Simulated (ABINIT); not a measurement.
# Ta3AsAu2O13 (P-6) in ABINIT: real-space fields with PBE

Aim: the real-space fields of Ta3AsAu2O13 with PBE.

Everything below comes from runs of ABINIT 10.8.3 (patched build). Logs are shortened: lines on timing, memory, paths and dates and some standing lists are left out, and cuts for length are marked. The log counts tension as positive stress, the text compression.

## (1) Starting point

It takes space group P-6 (No. 174, hexagonal). Conventional cell: a = 5.452 Å, b = 5.452 Å, c = 9.579 Å, α = 90.00°, β = 90.00°, γ = 120.00°. Ta (site symmetry 3) is surrounded by 4 O at 1.86 to 2.04 Å. Ta (site symmetry -6) has 6 O at 2.05 Å as nearest neighbours. As (site symmetry -6) has 6 O at 1.91 Å as nearest neighbours. Au (site symmetry 3) is surrounded by 6 O at 2.15 to 2.34 Å. O (site symmetry -6) has 2 Ta at 1.86 Å as nearest neighbours. O (site symmetry 1) is surrounded by 1 As at 1.91 Å and 1 Ta at 2.14 Å and 1 Au at 2.15 Å. Around O (site symmetry 1) lie 2 Ta at 2.04 to 2.05 Å and 1 Au at 2.34 Å.

The cell was built by a generator and needn't be a form met in nature.

## (2) Real-space fields, PBE

run.abi

```
# Pseudopotentials
pp_dirpath "./"
pseudos "Ta.GGA_PBE-ansatz.xml, As.GGA_PBE-ansatz.xml, Au.GGA_PBE-ansatz.xml, O.GGA_PBE-ansatz.xml"

# Structure
acell 10.3028624205 10.3028703701 18.1017243423
rprim
     1.0000000000     0.0000000000     0.0000000000
    -0.4999996142     0.8660256265     0.0000000000
     0.0000000000     0.0000000000     1.0000000000
ntypat 4
znucl 73 33 79 8
natom 19
typat 1 1 1 2 3 3 4 4 4 4 4 4 4 4 4 4 4 4 4
xred
     0.0000000000     0.0000000000     0.1940800000
     0.0000000000     0.0000000000     0.8059200000
     0.6666700000     0.3333300000     0.0000000000
     0.0000000000     0.0000000000     0.5000000000
     0.3333300000     0.6666700000     0.2742800000
     0.3333300000     0.6666700000     0.7257200000
     0.0000000000     0.0000000000     0.0000000000
     0.2394700000     0.9712900000     0.3640200000
     0.0287100000     0.2681800000     0.3640200000
     0.7318200000     0.7605300000     0.3640200000
     0.2394700000     0.9712900000     0.6359800000
     0.0287100000     0.2681800000     0.6359800000
     0.7318200000     0.7605300000     0.6359800000
     0.3845200000     0.3342500000     0.8584400000
     0.6657500000     0.0502600000     0.8584400000
     0.9497400000     0.6154800000     0.8584400000
     0.3845200000     0.3342500000     0.1415600000
     0.6657500000     0.0502600000     0.1415600000
     0.9497400000     0.6154800000     0.1415600000

# Plane-wave basis
ecut 16.0
pawecutdg 32.0
pawxcdev 0
pawovlp -1

# k points
kptopt 1
ngkpt 4 4 2
nshiftk 1
shiftk 0.0 0.0 0.0

# Exchange and correlation
ixc 11

# Bands and occupations
nband 102
occopt 3
tsmear 0.00183747

# SCF cycle
nstep 100
tolvrs 1.0e-9

# Output
iomode 3
prtwf 0
prteig 0
prtebands 0
enunit 1
prtden 1
prtvha 1
prtvclmb 1
prtpot 1
```

Potentials or basis: Ansatz PAW PBE default generated set, frozen core.

On the command line:

```sh
$ mpirun --bind-to none -np 6 abinit run.abi > log 2>&1
```

run.abo:

```text
[... set-up lines left out ...]
 ETOT  1  -770.64625456644    -7.706E+02 3.756E+00 2.938E+02
 ETOT  2  -777.28653919837    -6.640E+00 6.651E-02 3.580E+02
 ETOT  3  -776.12504862522     1.161E+00 3.082E-02 4.366E+01
 ETOT  4  -776.07830015453     4.675E-02 1.111E-02 2.214E+01
 ETOT  5  -776.01598751876     6.231E-02 5.700E-03 2.903E+00
 ETOT  6  -776.01760855679    -1.621E-03 6.098E-03 9.853E-01
 ETOT  7  -776.01638004149     1.229E-03 2.513E-03 3.636E-01
 ETOT  8  -776.01607828148     3.018E-04 2.445E-03 6.725E-02
 ETOT  9  -776.01607975819    -1.477E-06 1.761E-03 2.324E-02
 ETOT 10  -776.01605625926     2.350E-05 1.343E-03 2.847E-03
 ETOT 11  -776.01607990511    -2.365E-05 2.384E-03 3.601E-04
 ETOT 12  -776.01608383395    -3.929E-06 1.015E-03 1.522E-04
 ETOT 13  -776.01608544933    -1.615E-06 1.080E-03 7.005E-05
 ETOT 14  -776.01608622796    -7.786E-07 7.881E-04 2.165E-05
 ETOT 15  -776.01608649437    -2.664E-07 7.680E-04 5.480E-06
 ETOT 16  -776.01608663448    -1.401E-07 6.835E-04 1.669E-06
 ETOT 17  -776.01608665639    -2.191E-08 5.533E-04 6.044E-07
 ETOT 18  -776.01608666203    -5.645E-09 6.275E-04 8.002E-08
 ETOT 19  -776.01608666323    -1.192E-09 4.910E-04 3.257E-08
 ETOT 20  -776.01608666354    -3.103E-10 5.661E-04 1.017E-08
 ETOT 21  -776.01608666379    -2.566E-10 3.980E-04 2.784E-09
 ETOT 22  -776.01608666381    -2.092E-11 4.144E-04 1.200E-09
 ETOT 23  -776.01608666381     1.137E-13 3.193E-04 3.488E-10

 At SCF step   23       nres2   =  3.49E-10 < tolvrs=  1.00E-09 =>converged.

 Cartesian components of stress tensor (hartree/bohr^3)
  sigma(1 1)=  1.80286499E-05  sigma(3 2)=  0.00000000E+00
  sigma(2 2)=  1.80482877E-05  sigma(3 1)=  0.00000000E+00
  sigma(3 3)=  1.61849922E-05  sigma(2 1)=  1.99567321E-08

--- !ResultsGS
iteration_state: {dtset: 1, }
comment   : Summary of ground state results
lattice_vectors:
- [ 10.3028624,   0.0000000,   0.0000000, ]
- [ -5.1514312,   8.9225498,   0.0000000, ]
- [  0.0000000,   0.0000000,  18.1017243, ]
lattice_lengths: [  10.30286,   10.30287,   18.10172, ]
lattice_angles: [ 90.000,  90.000, 120.000, ] # degrees, (23, 13, 12)
lattice_volume:   1.6640517E+03
convergence: {deltae:  1.137E-13, res2:  3.488E-10, residm:  3.193E-04, diffor: null, }
etotal    :  -7.76016087E+02
entropy   :   0.00000000E+00
fermie    :   1.37364535E-01
cartesian_stress_tensor: # hartree/bohr^3
- [  1.80286499E-05,   1.99567321E-08,   0.00000000E+00, ]
- [  1.99567321E-08,   1.80482877E-05,   0.00000000E+00, ]
- [  0.00000000E+00,   0.00000000E+00,   1.61849922E-05, ]
pressure_GPa:  -5.1253E-01
xred      :
- [  0.0000E+00,   0.0000E+00,   1.9408E-01, Ta]
- [  0.0000E+00,   0.0000E+00,   8.0592E-01, Ta]
- [  6.6667E-01,   3.3333E-01,   0.0000E+00, Ta]
- [  0.0000E+00,   0.0000E+00,   5.0000E-01, As]
- [  3.3333E-01,   6.6667E-01,   2.7428E-01, Au]
- [  3.3333E-01,   6.6667E-01,   7.2572E-01, Au]
- [  0.0000E+00,   0.0000E+00,   0.0000E+00,  O]
- [  2.3947E-01,   9.7129E-01,   3.6402E-01,  O]
- [  2.8710E-02,   2.6818E-01,   3.6402E-01,  O]
- [  7.3182E-01,   7.6053E-01,   3.6402E-01,  O]
[... 181 lines left out ...]
   6.23171    6.23173    6.99930    7.00714    7.00717    7.96128    8.20205    8.21964
   8.21968    8.77237    9.69227    9.69422    9.83308    9.84262
 prteigrs : prtvol=0 or 1, do not print more k-points.

--- !EnergyTerms
iteration_state     : {dtset: 1, }
comment             : Components of total free energy in Hartree
kinetic             :  1.71075028456289E+02
hartree             :  2.32005912741844E+02
xc                  : -7.84645252549752E+01
Ewald energy        : -4.89666979546430E+02
psp_core            :  3.36057439361582E+01
local_psp           : -6.02897088139242E+02
PAW spherical_terms : -4.16691700909716E+01
internal            : -7.76011077897328E+02
'-kT*entropy'       : -5.01496745119517E-03
total_energy        : -7.76016092864779E+02
total_energy_eV     : -2.11164736360406E+04
...

--- !EnergyTermsDC
iteration_state     : {dtset: 1, }
comment             : '"Double-counting" decomposition of free energy'
band_energy         : -9.97099414904937E+01
Ewald energy        : -4.89666979546430E+02
psp_core            :  3.36057439361582E+01
xc_dc               : -2.20557185189863E+02
PAW spherical_terms :  3.17290594265256E-01
internal            : -7.76011071696363E+02
'-kT*entropy'       : -5.01496745119517E-03
total_energy_dc     : -7.76016086663814E+02
total_energy_dc_eV  : -2.11164734673037E+04
...

--- !EnergyTermsWithPAWCore
iteration_state     : {dtset: 1, }
comment             : 'Components of total free energy, including PAW core contributions'
Total energy        : -7.98850063417142E+04
Total energy DC     : -7.98850063355132E+04
Total energy (eV)   : -2.17378176282703E+06
Total energy DC (eV): -2.17378176265829E+06
...

 Cartesian components of stress tensor (hartree/bohr^3)
  sigma(1 1)=  1.80286499E-05  sigma(3 2)=  0.00000000E+00
  sigma(2 2)=  1.80482877E-05  sigma(3 1)=  0.00000000E+00
  sigma(3 3)=  1.61849922E-05  sigma(2 1)=  1.99567321E-08

-Cartesian components of stress tensor (GPa)         [Pressure= -5.1253E-01 GPa]
- sigma(1 1)=  5.30421193E-01  sigma(3 2)=  0.00000000E+00
- sigma(2 2)=  5.30998958E-01  sigma(3 1)=  0.00000000E+00
- sigma(3 3)=  4.76178910E-01  sigma(2 1)=  5.87147331E-04

== END DATASET(S) ==============================================================
================================================================================

 -outvars: echo values of variables after computation  --------
            acell      1.0302862421E+01  1.0302870370E+01  1.8101724342E+01 Bohr
           etotal     -7.7601608666E+02
            fcart      6.5355656245E-06 -1.1685502171E-06  3.8168810554E-03
                       6.5355656245E-06 -1.1685502171E-06 -3.8168810554E-03
                      -6.2986658337E-06  1.9133171942E-06  5.7063272236E-21
                      -2.6967903946E-06  1.0574953330E-06  5.7063272236E-21
                       1.0760627888E-05 -6.3849867906E-06  2.0393112677E-03
                       1.0760627888E-05 -6.3849867906E-06 -2.0393112677E-03
                       3.2027021176E-06 -2.9911885084E-06  5.7063272236E-21
[... 10 lines left out ...]
                       7.1982844897E-04 -1.0272599449E-04 -6.7727372243E-04
                      -2.7520577979E-04  6.8591367712E-04 -6.7598646921E-04
            rprim      1.0000000000E+00  0.0000000000E+00  0.0000000000E+00
                      -4.9999961420E-01  8.6602562650E-01  0.0000000000E+00
                       0.0000000000E+00  0.0000000000E+00  1.0000000000E+00
           strten      1.8028649915E-05  1.8048287726E-05  1.6184992180E-05
                       0.0000000000E+00  0.0000000000E+00  1.9956732133E-08
           xangst      0.0000000000E+00  0.0000000000E+00  1.8590962003E+00
                       0.0000000000E+00  0.0000000000E+00  7.7199237932E+00
                       2.7260472584E+00  1.5738542602E+00  0.0000000000E+00
                       0.0000000000E+00  0.0000000000E+00  4.7895099967E+00
                      -2.7260183263E-05  3.1477557365E+00  2.6273336038E+00
                      -2.7260183263E-05  3.1477557365E+00  6.9516863897E+00
                       0.0000000000E+00  0.0000000000E+00  0.0000000000E+00
[... 10 lines left out ...]
                       3.4926858624E+00  2.3730811843E-01  1.3560060703E+00
                       3.5002096776E+00  2.9060565207E+00  1.3560060703E+00
             xred      0.0000000000E+00  0.0000000000E+00  1.9408000000E-01
                       0.0000000000E+00  0.0000000000E+00  8.0592000000E-01
                       6.6667000000E-01  3.3333000000E-01  0.0000000000E+00
                       0.0000000000E+00  0.0000000000E+00  5.0000000000E-01
                       3.3333000000E-01  6.6667000000E-01  2.7428000000E-01
                       3.3333000000E-01  6.6667000000E-01  7.2572000000E-01
                       0.0000000000E+00  0.0000000000E+00  0.0000000000E+00
[... 10 lines left out ...]
                       6.6575000000E-01  5.0260000000E-02  1.4156000000E-01
                       9.4974000000E-01  6.1548000000E-01  1.4156000000E-01
 Calculation completed.
```

It took 6.9 min on 6 MPI ranks of Intel Xeon Platinum 8488C (Sapphire Rapids), shared host; peak memory 2.5 GiB.

What came out:

```yaml
Free_energy: -21116.4735 eV
Pressure: -0.5 GPa
Largest_force: 0.204 eV/Å
Band_gap_on_the_k_mesh: none (metal or under the smearing width)
```

Forces in eV/Å, atoms in the order of the input:
```
Ta   0.000  0.000  0.196
Ta   0.000  0.000 -0.196
Ta   0.000  0.000  0.000
As   0.000  0.000  0.000
Au   0.001  0.000  0.105
Au   0.001  0.000 -0.105
O    0.000  0.000  0.000
O    0.140 -0.141  0.043
O    0.052  0.192  0.043
O   -0.192 -0.051  0.043
O    0.140 -0.141 -0.043
O    0.052  0.192 -0.043
O   -0.192 -0.051 -0.043
O   -0.023 -0.030  0.035
O    0.037 -0.005  0.035
O   -0.014  0.035  0.035
O   -0.023 -0.030 -0.035
O    0.037 -0.005 -0.035
O   -0.014  0.035 -0.035
```

Levels at points of the mesh, in eV from the Fermi level:
```tsv
k point	band 81	band 82	band 83	band 84	band 85	band 86	band 87	band 88	band 89	band 90
(0.00, 0.00, 0.00)	-1.18	-1.16	-1.16	0.02	0.02	0.18	0.18	1.11	2.49	2.49
(0.50, 0.00, 0.00)	-1.10	-0.87	-0.84	-0.31	0.00	0.02	0.26	1.95	2.35	2.95
(0.00, 0.50, 0.00)	-1.10	-0.87	-0.84	-0.31	0.00	0.02	0.26	1.95	2.35	2.95
(0.50, 0.50, 0.00)	-1.10	-0.87	-0.84	-0.31	0.00	0.02	0.26	1.95	2.35	2.95
(0.00, 0.00, 0.50)	-1.42	-1.11	-1.11	-0.04	-0.04	0.24	0.24	1.53	2.64	2.64
(0.50, 0.00, 0.50)	-1.29	-1.01	-0.79	-0.19	-0.09	-0.04	0.26	2.26	2.45	2.85
(0.00, 0.50, 0.50)	-1.29	-1.01	-0.79	-0.19	-0.09	-0.04	0.26	2.26	2.45	2.85
(0.50, 0.50, 0.50)	-1.29	-1.01	-0.79	-0.19	-0.09	-0.04	0.26	2.26	2.45	2.85
```

Caveat: the atomic spheres overlap.
